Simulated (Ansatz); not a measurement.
**HfSi+ (quartet): from Hartree-Fock to the top rungs, def2-QZVPP**

One table from this session's results is given with a row withheld; the runs are named, their logs left out.

Program: Ansatz 0.2.0, Gaussian basis. Level of theory: def2-QZVPP, core rule «outside noble gas», up to 9 orbitals frozen. These are calculated values, not measurements.

Plan: UHF; ROHF; CCSD(T) on UHF.

**The geometry**

The geometry is a PBE0/def2-TZVP stationary point (not a proven minimum) of the parent state, kept for this charge and spin. No spin-orbit coupling is included. Elements past krypton take def2 core potentials.

2 atoms, charge 1, spin multiplicity 4.

Atoms are counted from 1 here; the program's logs count them from 0.

Bond lengths: Hf1–Si2 2.547 Å.

The first run:

Input file in.yaml:

```yaml
crystal:
  periodic: [false, false, false]
  atoms:
    - {symbol: Hf, position_ang: [0.000000, 0.000000, 0.000000]}
    - {symbol: Si, position_ang: [0.000000, 0.000000, 2.547000]}
basis:
  gaussian: {orbitals: "def2-QZVPP.json"}
total_charge: 1
magnetization: {spin_polarized: true, initial_magnetization: 3}
hamiltonian: {xc: hf}
output: {orbitals: {seedname: orbitals}}
```

The run is started by

```sh
$ ansatz run in.yaml --threads 1 --pin off --events-out ev --progress --plain --max-ram 4096MiB --backend cpu
```

Among the steps run: UHF; ROHF; CCSD(T) on UHF.

One table of the session follows, with a row left open; its other results are not shown here.

It belongs to the step «Misses and costs». 

| method | from UCCSD(T) (kJ/mol) |
| --- | --- |
| ROHF | +489.9 |
| UMP2 | ? |
| UCCSD | +35.4 |
| UCCSD(T) | 0 |

**Question.** Estimate the row for UMP2.

**Answer.** from UCCSD(T) (kJ/mol): +116.8. In the column «from UCCSD(T) (kJ/mol)» it lies between UCCSD (+35.4) and ROHF (+489.9).

Left out of the table: UHF (another determinant or state than the rows shown).

To keep in mind: The determinant is far from a pure spin state, so its energy mixes those of several spin states (harmless only where they are near-degenerate, as at dissociation). Warnings: spin contamination; coupled cluster took another determinant than the lowest.
